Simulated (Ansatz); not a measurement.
**Ti3Ga (Fm-3m): equation of state with a fit**

Where is the equilibrium volume of Ti3Ga (Fm-3m), and how stiff is it? Aim: an equation of state with a fit, for Ti3Ga (Fm-3m), run from a script.

All numbers are computed with the Python package of Ansatz 0.2.0. Level of theory: DFT PBEsol, plane waves, PAW.

## (1) The system

The structure is cubic, space group Fm-3m (No. 225). Conventional cell: a = 6.395 Å, b = 6.395 Å, c = 6.395 Å, α = 90.00°, β = 90.00°, γ = 90.00°. Ti (site symmetry -43m) has 4 Ti at 2.77 Å and 4 Ga at 2.77 Å as nearest neighbours. Ti (site symmetry m-3m) is surrounded by 8 Ti at 2.77 Å. Ga (site symmetry m-3m) has 8 Ti at 2.77 Å as nearest neighbours.

The script holds or builds the structure itself.

## (2) The script

ti3ga_eos.py

```python
import ansatz as az
import numpy as np
from pymatgen.analysis.eos import EOS

VECTORS = np.array([
    [0.0, 3.1977, 3.1977],
    [3.1977, 0.0, 3.1977],
    [3.1977, 3.1977, 0.0],
])
SITES = [
    ("Ti", (0.75, 0.75, 0.75)),
    ("Ti", (0.0, 0.0, 0.0)),
    ("Ti", (0.25, 0.25, 0.25)),
    ("Ga", (0.5, 0.5, 0.5)),
]


def make_crystal(cell):
    crystal = az.Crystal(lattice=az.Lattice.of(cell))
    for symbol, position in SITES:
        crystal = crystal.atom(symbol, position)
    return crystal


def main() -> None:
    volumes, energies, pressures = [], [], []
    for scale in np.linspace(0.92, 1.08, 7):
        cell = VECTORS * scale ** (1 / 3)
        setup = (
            make_crystal(cell).calculation()
            .occupations("fermi_dirac", width=0.1)
            .functional(az.Functional.PBESOL)
            .basis(470)
            .pseudopotentials("paw")
            .kpoints(6, 6, 6)
            .stress()
        )
        rep = setup.run(threads=1, pin="off").report
        volumes.append(abs(np.linalg.det(cell)) / len(SITES))
        energies.append(rep["free_energy_ev"] / len(SITES))
        pressures.append(np.trace(rep["stress_gpa"]) / 3)
        print(f"V = {volumes[-1]:8.4f} A^3/atom  F = {energies[-1]:.5f} eV/atom  P = {pressures[-1]:8.3f} GPa")

    for form in ["murnaghan"]:
        fit = EOS(eos_name=form).fit(volumes, energies)
        print(f"{form:18s} V0 {fit.v0:8.4f} A^3/atom  B0 {fit.b0_GPa:7.1f} GPa  B1 {fit.b1:5.2f}")


if __name__ == "__main__":
    main()
```

## (3) What the engine is handed

The engine receives this input (first run):

```yaml
crystal:
  lattice:
    - [0.0, 3.110047289600036, 3.110047289600036]
    - [3.110047289600036, 0.0, 3.110047289600036]
    - [3.110047289600036, 3.110047289600036, 0.0]
  atoms:
    - { symbol: Ti, position: [0.75, 0.75, 0.75] }
    - { symbol: Ti, position: [0.0, 0.0, 0.0] }
    - { symbol: Ti, position: [0.25, 0.25, 0.25] }
    - { symbol: Ga, position: [0.5, 0.5, 0.5] }
basis:
  ecutwfc: 470.0
kpoints:
  mp_grid:
    grid: [6, 6, 6]
hamiltonian:
  xc: pbesol
  pseudopotentials:
    kind: paw
scf:
  occupations:
    method: fermi_dirac
    width: 0.1
output:
  stress: true
```

## (4) Running it

On the command line:

```
$ python ti3ga_eos.py
```

**Question.** Where does the minimum lie against the volume typed, and how stiff is the crystal?

As calculated:

| quantity | value |
| --- | --- |
| runs compared | 7 |
| range of energy | 74.59 meV/atom |
| lowest point, volume (Å³/atom) | 15.913 |
| equilibrium volume (fit) | 15.73 Å³/atom |
| bulk modulus (fit) | 124 GPa |

A third-order Birch-Murnaghan fit through the 7 points (the script's own form differs a little) has its minimum at 15.73 Å³ an atom, 3.8 % below the typed cell, with a bulk modulus of 124 GPa and dB/dP = 4.0. From that minimum the energy rises by 12.4 meV an atom on the compressed side and 75.4 meV on the expanded side. Notes:
- For a metal this k-point mesh is coarse: on a finer one energies can move by several to tens of meV an atom and pressures by half a GPa or more, differences at one mesh by less.
- Pressure is positive in compression.
- The structure comes from a database of computed cells and needn't be a stable or known phase.
